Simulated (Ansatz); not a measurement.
# Ge2Sb2Te5 (P-3m1) in Ansatz: relaxation of cell and atoms with PBEsol+D3(BJ)

Aim: the relaxation of cell and atoms of Ge2Sb2Te5 with PBEsol+D3(BJ).

All numbers are computed with Ansatz 0.2.0; they aren't measurements. Logs are shortened: lines on timing, memory, paths and dates and some standing lists are left out, and cuts for length are marked.

## Step 1: The structure

It takes space group P-3m1 (No. 164, trigonal). The conventional cell has a = 4.294 Å, b = 4.294 Å, c = 17.101 Å, α = 90.00°, β = 90.00°, γ = 120.00°. Around Te (site symmetry 3m) lie 3 Sb at 3.01 Å. Te (site symmetry 3m) has 3 Ge at 3.00 Å and 3 Sb at 3.20 Å as nearest neighbours. Te (site symmetry -3m) has 6 Ge at 3.04 Å as nearest neighbours. Sb (site symmetry 3m) is surrounded by 6 Te at 3.01 to 3.20 Å. Around Ge (site symmetry 3m) lie 6 Te at 3.00 to 3.04 Å.

The cell comes from a database or a generator and needn't be the stable form of this composition.

## Step 2: Relaxation of cell and atoms, PBEsol+D3(BJ)

File input.yaml:

```yaml
crystal:
  lattice:
    - [4.2940644248, 0.0, 0.0]
    - [-2.1470322124, 3.7187688774, 0.0]
    - [0.0, 0.0, 17.101346]
  atoms:
    - { symbol: Te, position: [0.6666666667, 0.3333333333, 0.419892] }
    - { symbol: Te, position: [0.3333333333, 0.6666666667, 0.580108] }
    - { symbol: Te, position: [0.3333333333, 0.6666666667, 0.201542] }
    - { symbol: Te, position: [0.6666666667, 0.3333333333, 0.798458] }
    - { symbol: Te, position: [0.0, 0.0, 0.0] }
    - { symbol: Sb, position: [0.0, 0.0, 0.320068] }
    - { symbol: Sb, position: [0.0, 0.0, 0.679932] }
    - { symbol: Ge, position: [0.6666666667, 0.3333333333, 0.102895] }
    - { symbol: Ge, position: [0.3333333333, 0.6666666667, 0.897105] }
hamiltonian:
  xc: pbesol
  pseudopotentials: { kind: paw }
  dispersion: d3bj
kpoints:
  mp_grid: { grid: [7, 7, 2] }
scf:
  occupations: { method: fermi_dirac, width: 0.05 }
output:
  forces: true
  stress: true
  eigenvalues: true
relax:
  f_tol: 0.01
  max_steps: 40
  cell: { stress_tol: 0.05 }
```

Potentials or basis: Ansatz PAW.

On the command line:

```sh
ansatz run input.yaml --threads 4 --pin off --max-ram 11264MiB --backend cpu --events-out ev --progress --plain --runs-dir out
```

Output:

```text
Warning: RAYON_NUM_THREADS=4 ignored (pool sized by the plan → 4); use --threads N
Engine: ansatz 0.2.0, aarch64-unknown-linux-gnu
Pseudopotentials: kind: paw
Pseudopotential: Te, paw, valence charge 16, recommended cutoff 420 eV (normal), Te.paw.azcp
Pseudopotential: Sb, paw, valence charge 15, recommended cutoff 420 eV (normal), Sb.paw.azcp
Pseudopotential: Ge, paw, valence charge 14, recommended cutoff 420 eV (normal), Ge.paw.azcp
Functional definition: PBEsol
  exchange = pbesol_x
  correlation = pbesol_c
Crystal: 9 atoms, lattice volume = 273.085 Å³
Basis set: ecut = 420 eV, 5295 PW (Γ), exchange–correlation on 60×60×240 points (8 copies of the dense FFT grid, shifted against one another)
Bands: 83, of which v1, the nominal top of the filled ones, is band 69 counted from 1 (68 counted from 0)
Symmetry: 12 space group operations
Space group: P-3m1 (ITA 164), of the structure as read, at distance tolerance 6.5e-5 Å
k-points: 16 of 98
Non-local potential: Te, projectors of the file, l = 0: 2, l = 1: 2, l = 2: 2, l = 3: 2
Non-local potential: Sb, projectors of the file, l = 0: 2, l = 1: 2, l = 2: 2, l = 3: 2
Non-local potential: Ge, projectors of the file, l = 0: 2, l = 1: 2, l = 2: 3, l = 3: 1
PAW form: soft (Blöchl's): semilocal exchange-correlation on the pseudo side does not see the compensation charge
PAW frozen core: Te, regenerated for the run's functional, and the local potential with it (the file was generated under x = pbe(κ = 0.804, μ = 0.2195149727645171), c = pbe(β = 0.06672455060314922))
PAW frozen core: Sb, regenerated for the run's functional, and the local potential with it (the file was generated under x = pbe(κ = 0.804, μ = 0.2195149727645171), c = pbe(β = 0.06672455060314922))
PAW frozen core: Ge, regenerated for the run's functional, and the local potential with it (the file was generated under x = pbe(κ = 0.804, μ = 0.2195149727645171), c = pbe(β = 0.06672455060314922))
PAW one-centre angular grid: Te, 590 points (default); XC on 64 Gauss nodes
PAW one-centre angular grid: Sb, 590 points (default); XC on 64 Gauss nodes
PAW one-centre angular grid: Ge, 590 points (default); XC on 64 Gauss nodes
Initial density: superposition of atomic densities (neutral atoms: chi_scale 0, normalization atom), corrected by the library's trained network
Initial wavefunctions: pseudopotential atomic-orbital guess
Functional: x = pbesol(κ = 0.804, μ = 0.12345679012345678), c = pbesol(β = 0.046)
SCF iter   1: F=—  HF=-55835.149206 eV  |F-HF|=—  |Δ(HF+E_count)|=         —  Δρ=2.13e-3  dr2=1.11e-1  ethr=1.77e-3  ⟨swp⟩=6.6  Hψ=5050  notcnv=0  defer=11
preconditioner: auto → Resta (q_TF=auto, 2.435 Å⁻¹)  ε∞=4.6  [insulator: Δε(μ)=0.241 eV  Ē_g=8.206 eV  σ=0.050 eV  W_gap=0.81  n_scr=66 (ndim 8)  ℏωp=15.6 eV  f_vac=0.012  D(μ)=0.13/eV (n_scr^D=0)  ε∞_Penn≈4.6]
SCF iter   2: F=—  HF=-55835.145947 eV  |F-HF|=—  |Δ(HF+E_count)|=   3.26e-3  Δρ=1.96e-3  dr2=2.09e-1  ethr=8.08e-5  ⟨swp⟩=2.8  Hψ=1961  notcnv=0  defer=63
SCF iter   3: F=—  HF=-55835.135776 eV  |F-HF|=—  |Δ(HF+E_count)|=   1.02e-2  Δρ=8.43e-4  dr2=4.99e-3  ethr=8.08e-5  ⟨swp⟩=2.1  Hψ=1434  notcnv=0  defer=63
SCF iter   4: F=—  HF=-55835.135582 eV  |F-HF|=—  |Δ(HF+E_count)|=   1.94e-4  Δρ=2.16e-4  dr2=1.63e-4  ethr=3.62e-6  ⟨swp⟩=2.5  Hψ=2146  notcnv=0  defer=63
SCF iter   5: F=—  HF=-55835.135578 eV  |F-HF|=—  |Δ(HF+E_count)|=   4.01e-6  Δρ=9.51e-5  dr2=3.72e-5  ethr=1.18e-7  ⟨swp⟩=2.0  Hψ=1804  notcnv=0  defer=63
SCF iter   6: F=—  HF=-55835.135439 eV  |F-HF|=—  |Δ(HF+E_count)|=   1.39e-4  Δρ=2.61e-5  dr2=3.12e-6  ethr=2.70e-8  ⟨swp⟩=2.0  Hψ=1865  notcnv=0  defer=67
SCF iter   7: F=—  HF=-55835.135439 eV  |F-HF|=—  |Δ(HF+E_count)|=   1.55e-7  Δρ=1.39e-5  dr2=4.17e-7  ethr=2.26e-9  ⟨swp⟩=2.0  Hψ=1970  notcnv=0  defer=67
SCF iter   8: F=-55835.135439 eV  HF=-55835.135439 eV  |F-HF|=1.38e-8  |Δ(HF+E_count)|=   2.02e-7  Δρ=2.73e-6  dr2=2.13e-8  ethr=7.25e-11  ⟨swp⟩=11.4  Hψ=6202  notcnv=0
[... 77 lines left out ...]
  E_local      = -13867.544776  (includes V_loc(G=0)·N_el)
  E_nonlocal   = 19.131491
  E_hartree    = 7437.174791
  E_xc         = -1045.830353
  E_vxc        = -848.352581  (∫ρ·V_xc dr)
  E_paw        = -35868.643569  (= ΣΔE_a)
  E_vpaw       = -3492.760960  (= ΣTr[D̂ρ^β])
  E_aug_tail   = -0.000344  (compensation charges beyond the density's cutoff)
  E_ewald      = -14054.347538
  E_disp       = -3.863456  (pairwise vdW)
  E_core_change = 4.373662  (= ΣΔE_core)
  E_smearing   = -0.004393  (= −TS)
  E_closure    = 0.000000  (closes the sum)
  Σ components = -55835.484565   (vs F -55835.484565, Δ=0.00e0)
--- Forces (eV/Å), atoms counted from 1 ---
  atom   1  Te    -0.00000000     0.00000000    -0.00109457
  atom   2  Te     0.00000000    -0.00000000     0.00109457
  atom   3  Te    -0.00000000     0.00000000    -0.00035444
  atom   4  Te     0.00000000    -0.00000000     0.00035444
  atom   5  Te    -0.00000000    -0.00000000     0.00000000
  atom   6  Sb     0.00000000    -0.00000000    -0.00239407
  atom   7  Sb    -0.00000000     0.00000000     0.00239407
  atom   8  Ge     0.00000000    -0.00000000    -0.00505213
  atom   9  Ge    -0.00000000     0.00000000     0.00505213
  max |Σ_I F_I| component: 6.94e-18 eV/Å
--- Stress (GPa, compression-positive) ---
        0.019661       0.000000      -0.000000
        0.000000       0.019661      -0.000000
       -0.000000      -0.000000      -0.011829
  P = ⅓ Tr σ = 0.0092 GPa (0.092 kbar)
--- Band table (eV; the first three rows and the last of 16) ---
  k-point 0: bands = ["-26.6666", "-26.6666", "-26.6610", "-26.6573", "-26.6542", "-26.6542", "-26.6500", "-26.6500", "-26.6487", "-26.6487", "-26.5111", "-26.5111", "-26.5093", "-26.5093", "-26.5093", "-26.5093", "-26.4926", "-26.4926", "-26.4926", "-26.4926", "-26.4634", "-26.4634", "-26.4568", "-26.4568", "-26.4543", "-19.0892", "-19.0892", "-19.0892", "-19.0892", "-19.0873", "-19.0873", "-19.0839", "-19.0839", "-19.0839", "-19.0839", "-14.3833", "-14.3833", "-14.3815", "-14.3815", "-14.3741", "-14.3739", "-14.3739", "-14.3739", "-14.3724", "-14.3724", "-3.2902", "-2.9018", "-2.7455", "-1.6548", "-1.4610", "1.5573", "1.6051", "3.7068", "4.8301", "7.6854", "8.3543", "8.3543", "8.4823", "8.4823", "8.5027", "8.6835", "8.6835", "8.7981", "8.7981", "9.1710", "9.1710", "9.5848", "9.8220", "10.6710", "10.6710", "10.7700", "10.8747", "11.5242", "11.5242", "11.7697", "11.9856", "11.9856", "12.3053", "13.3685", "13.4804", "13.4804", "15.0292", "15.2007"]
  k-point 1: bands = ["-26.6666", "-26.6666", "-26.6610", "-26.6573", "-26.6542", "-26.6542", "-26.6500", "-26.6500", "-26.6487", "-26.6487", "-26.5111", "-26.5111", "-26.5093", "-26.5093", "-26.5093", "-26.5093", "-26.4926", "-26.4926", "-26.4926", "-26.4926", "-26.4634", "-26.4634", "-26.4568", "-26.4568", "-26.4543", "-19.0892", "-19.0892", "-19.0892", "-19.0892", "-19.0873", "-19.0873", "-19.0839", "-19.0839", "-19.0839", "-19.0839", "-14.3833", "-14.3833", "-14.3815", "-14.3815", "-14.3741", "-14.3739", "-14.3739", "-14.3739", "-14.3724", "-14.3724", "-3.1844", "-3.1653", "-2.3702", "-2.1339", "-1.1361", "1.0056", "2.4408", "3.1310", "5.1599", "7.3877", "8.3591", "8.3591", "8.4863", "8.4863", "8.6131", "8.6131", "8.9275", "8.9659", "8.9659", "9.0439", "9.0439", "9.2367", "9.9886", "10.5282", "10.9514", "10.9514", "11.0485", "11.0485", "11.3009", "11.4448", "12.3080", "12.3080", "12.3993", "13.3456", "13.3456", "13.4049", "14.9850", "15.2460"]
  k-point 2: bands = ["-26.6666", "-26.6665", "-26.6602", "-26.6577", "-26.6543", "-26.6538", "-26.6501", "-26.6497", "-26.6487", "-26.6485", "-26.5108", "-26.5108", "-26.5095", "-26.5094", "-26.5093", "-26.5093", "-26.4926", "-26.4926", "-26.4922", "-26.4922", "-26.4635", "-26.4630", "-26.4569", "-26.4567", "-26.4541", "-19.0901", "-19.0901", "-19.0886", "-19.0886", "-19.0866", "-19.0866", "-19.0841", "-19.0841", "-19.0834", "-19.0834", "-14.3842", "-14.3830", "-14.3822", "-14.3812", "-14.3743", "-14.3738", "-14.3736", "-14.3733", "-14.3724", "-14.3721", "-3.0889", "-2.7056", "-2.5571", "-1.5004", "-1.3253", "1.6102", "1.6610", "3.3726", "4.3668", "6.7017", "7.0736", "7.2567", "7.6824", "7.7362", "7.8662", "7.9702", "8.4116", "8.7074", "8.8824", "9.1259", "9.2779", "9.3845", "9.8024", "10.4976", "11.0316", "11.1420", "11.5955", "11.8789", "11.9279", "12.1366", "12.6157", "12.6520", "13.2293", "13.6673", "13.7146", "14.1760", "14.3869", "15.0219"]
  k-point 15: bands = ["-26.6674", "-26.6635", "-26.6613", "-26.6562", "-26.6548", "-26.6516", "-26.6507", "-26.6488", "-26.6484", "-26.6478", "-26.5100", "-26.5100", "-26.5098", "-26.5098", "-26.5097", "-26.5096", "-26.4916", "-26.4916", "-26.4908", "-26.4908", "-26.4629", "-26.4623", "-26.4570", "-26.4566", "-26.4529", "-19.0923", "-19.0923", "-19.0898", "-19.0898", "-19.0838", "-19.0838", "-19.0831", "-19.0831", "-19.0808", "-19.0808", "-14.3862", "-14.3847", "-14.3834", "-14.3818", "-14.3736", "-14.3735", "-14.3725", "-14.3720", "-14.3714", "-14.3707", "-1.1812", "-1.1385", "-0.8654", "-0.8486", "-0.6920", "0.7444", "0.7727", "1.7372", "1.8157", "4.9337", "4.9837", "5.3299", "5.4194", "5.5246", "6.2587", "6.3482", "6.6921", "6.8043", "7.7250", "7.9358", "8.8571", "9.0736", "9.3075", "9.6086", "11.3881", "11.6353", "12.2602", "12.2660", "13.0881", "13.2525", "14.3354", "14.5127", "14.6061", "15.2972", "15.3841", "15.4502", "15.4842", "15.6128"]
--- Relaxed structure (5 steps of the walk, 5 accepted, 1 SCFs on fresh bases) ---
  F+E_penalty+E_count = -55835.48456496 eV   max|allowed force component| = 5.052e-3 eV/Å   (the final SCF, on the basis selected at the relaxed cell)
  cell:  # Å, volume = 247.9236 Å³
    - [4.162040524502294, 8.158112121119407e-33, 2.7193707070398025e-33]
    - [-2.081020262251147, 3.6044328257992957, 5.045128516776192e-32]
    - [-5.415021150421146e-33, 2.382609306185304e-31, 16.526259299607297]
  atoms:
    - { symbol: Te, position: [0.6666666666666666, 0.3333333333333333, 0.4242450918856228] }
    - { symbol: Te, position: [0.3333333333333333, 0.6666666666666666, 0.575754908114377] }
    - { symbol: Te, position: [0.3333333333333333, 0.6666666666666666, 0.1994923738169852] }
    - { symbol: Te, position: [0.6666666666666666, 0.3333333333333333, 0.8005076261830146] }
    - { symbol: Te, position: [-1.336707208093187e-34, 1.0070170812522741e-35, -2.676831698539926e-20] }
    - { symbol: Sb, position: [4.1138728814264034e-33, 4.8610153107878126e-33, 0.31946805749445284] }
    - { symbol: Sb, position: [-1.3822546798175279e-33, -5.084716962408852e-33, 0.6805319425055469] }
    - { symbol: Ge, position: [0.6666666666666666, 0.3333333333333333, 0.10082689578080975] }
    - { symbol: Ge, position: [0.3333333333333333, 0.6666666666666666, 0.8991731042191901] }
```

Wall time 38 s (4 threads of Arm Neoverse V1, shared host); peak memory 1 GiB.

Results:

```yaml
Free_energy: -55835.4846 eV
Relaxed_volume: 27.55 Å³/atom
Relaxed_cell: a = 4.162 Å, b = 4.162 Å, c = 16.526 Å, α = 90.00°, β = 90.00°, γ = 120.00°
Space_group_after_relaxing_to_0.05_Å: P-3m1 (No. 164)
Energy_gained_by_relaxing: 38.8 meV/atom
Ionic_steps: 6
Pressure_after_relaxing: 0.0 GPa
Largest_force_after_relaxing: 0.005 eV/Å
Band_gap_on_the_k_mesh: none (metal or under the smearing width)
```

Forces in eV/Å, atoms in the order of the input:
```
Te   0.000  0.000 -0.001
Te   0.000  0.000  0.001
Te   0.000  0.000  0.000
Te   0.000  0.000  0.000
Te   0.000  0.000  0.000
Sb   0.000  0.000 -0.002
Sb   0.000  0.000  0.002
Ge   0.000  0.000 -0.005
Ge   0.000  0.000  0.005
```

Step by step:
```tsv
step	energy change (eV)	largest force (eV/Å)	volume (Å³)
1	0.0000	0.1307	273.09
2	-0.2332	0.4447	239.10
3	-0.3487	0.0452	250.48
4	-0.3537	0.0204	248.12
5	-0.3539	0.0050	247.92
6	-0.3491	0.0051	247.92
```

Final structure:
```cif
data_structure
_symmetry_space_group_name_H-M 'P 1'
_symmetry_Int_Tables_number 1
_cell_length_a 4.1620
_cell_length_b 4.1620
_cell_length_c 16.5263
_cell_angle_alpha 90.000
_cell_angle_beta 90.000
_cell_angle_gamma 120.000
_cell_volume 247.92
loop_
_atom_site_label
_atom_site_type_symbol
_atom_site_fract_x
_atom_site_fract_y
_atom_site_fract_z
_atom_site_occupancy
Te1 Te 0.66667 0.33333 0.42425 1
Te2 Te 0.33333 0.66667 0.57575 1
Te3 Te 0.33333 0.66667 0.19949 1
Te4 Te 0.66667 0.33333 0.80051 1
Te5 Te 0.00000 0.00000 0.00000 1
Sb1 Sb 0.00000 0.00000 0.31947 1
Sb2 Sb 0.00000 0.00000 0.68053 1
Ge1 Ge 0.66667 0.33333 0.10083 1
Ge2 Ge 0.33333 0.66667 0.89917 1
```

Levels at points of the mesh, in eV from the Fermi level:
| k point | band 67 | band 68 | band 69 | band 70 | band 71 | band 72 |
| --- | --- | --- | --- | --- | --- | --- |
| (0.00, 0.00, 0.00) | -1.08 | -0.84 | 0.01 | 0.01 | 0.10 | 0.21 |
| (0.00, 0.00, -0.50) | -1.43 | -0.68 | -0.14 | 0.29 | 0.29 | 0.38 |

Caveat: the plane-wave basis is chosen anew once the cell has moved, so the energies of steps on either side of that aren't comparable; pairwise dispersion overbinds metals, which lowers pressure and volume; the PAW data sets come from PBE, with cores solved anew for the run's functional, which leaves a small shift of forces and pressure.
